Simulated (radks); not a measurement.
**In⁺ in [Kr] 4d10 5s2: an all-electron calculation**

The task here is to estimate one member of a computed series from the others.

Program: radks (a radial shooting solver on a logarithmic mesh, Libxc functionals) version 1. Level of theory: scalar-relativistic Kohn-Sham, r2SCAN, spin-polarised, spherical densities, finite nucleus. These are calculated values, not measurements, unless marked.

## The atom as given

```
element            : indium (Z = 49)
charge             : +1
electrons          : 48
configuration      : [Kr] 4d10 5s2
nuclear rms radius : 4.6156 fm
```

The outer shells:

In⁺
```
[Kr] core
4d [↑↓][↑↓][↑↓][↑↓][↑↓]
5s [↑↓]
```

Set-up of the first run:

Input:

```text
Z 49
configuration [Kr] 4d10 5s2 5p0 6s0
relativity scalar-relativistic
functional r2scan,r2scan
spin polarised
nucleus finite rms 4.6156 fm
c 137.035999084
```

On the command line:

```
> python run_ks.py task.json out
```

All runs below come from this command, one after another.

One table of the session follows, with a row left open; its other results are not shown here.

It belongs to the step «Radial structure». Radial moments (bohr):

```
level      <r>  outermost maximum (interpolated)  90 % within  nodes
   1s  0.02972                            0.0192       0.0534      0
   2s   0.1285                             0.109        0.199      1
   2p   0.1122                            0.0869        0.183      0
   3s   0.3478                             0.315        0.511      2
   3p   0.3466                             0.309        0.521      1
   3d   0.3243                             0.259        0.511      0
   4s        ?                                 ?            ?      ?
   4p   0.9237                             0.817         1.36      2
   4d    1.176                             0.930         1.85      1
   5s    2.480                              2.12         3.66      4
   5p    3.023                              2.59         4.45      3
```

Estimate the missing values for 4s.

As computed: <r>: 0.8505; outermost maximum (interpolated): 0.771; 90 % within: 1.23; nodes: 3. In the column «<r>» it lies between 3s (0.3478) and 4p (0.9237).
